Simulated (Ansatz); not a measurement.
# H6N2OSi, SMILES N[SiH](N)O: a polarisability from point charges

With the Python package of Ansatz (0.2.0).

Typed at the interpreter:
```pycon
>>> import ansatz as az
>>> from ase import Atoms
>>> import numpy as np
>>> atoms = Atoms(["N", "Si", "N", "O", "H", "H", "H", "H", "H", "H"], positions=[
...     (-0.721, 1.0461, -0.2513),
...     (0.5251, 0.1206, 0.1363),
...     (-0.3428, -1.085, 0.9025),
...     (1.0962, -0.5007, -1.2835),
...     (-0.4377, 2.0367, -0.4072),
...     (-1.3652, 1.1382, 0.5602),
...     (1.5658, 0.7939, 0.9646),
...     (-0.9757, -1.4134, 0.264),
...     (0.3283, -1.85, 1.1032),
...     (0.4102, -0.3376, -1.9859),
... ])
>>> h6n2osi = az.Crystal.molecule_from_ase(atoms)
>>> calculation = h6n2osi.calculation().basis(gaussian="def2-SVP").functional("hf").forces()
>>> # charges +q and -q at -R and +R make a nearly even field 2 k q / R^2 at the centre
>>> centre = np.mean([site.position_ang for site in h6n2osi.cartesian_sites], axis=0)
>>> field = 2 * 14.399645 * 4.0 / 25.0 ** 2
>>> def dipole(axis, sign):
...     arm = 25.0 * np.eye(3)[axis]
...     pair = [{"charge": sign * 4.0, "position_ang": (centre - arm).tolist()}, {"charge": -sign * 4.0, "position_ang": (centre + arm).tolist()}]
...     deck = calculation.input().set(az.key.basis.gaussian.point_charges, pair)
...     return np.array(az.Session.from_dict(deck).plan().execute().report["charge_distribution"]["dipole_moment_e_ang"])
...
>>> print(f"field {field:.4f} V/A")
field 0.1843 V/A
>>> alpha = np.array([(dipole(axis, 1) - dipole(axis, -1)) / (2 * field) * 14.399645 for axis in range(3)])
>>> print("polarisability tensor (A^3)")
polarisability tensor (A^3)
>>> print(np.array2string(alpha, precision=3, suppress_small=True))
[[ 4.724  0.011  0.202]
 [ 0.006  4.922 -0.057]
 [ 0.2   -0.042  4.6  ]]
>>> print(f"mean {np.trace(alpha) / 3:.3f} A^3 = {np.trace(alpha) / 3 / 0.14818471:.2f} bohr^3")
mean 4.749 A^3 = 32.05 bohr^3
```

Reading the output:
- The geometry is a force-field or estimated start, not a minimum of this method, and the basis set is short of its limit. The field of two point charges is only nearly even.
- Without diffuse functions polarisabilities are unreliable, as a rule too low, and they change with the bond lengths of this unrelaxed start.
- Hardware and time: 8.5 s on 1 thread of Arm Neoverse V1, on a shared host, peak memory 0.2 GiB.
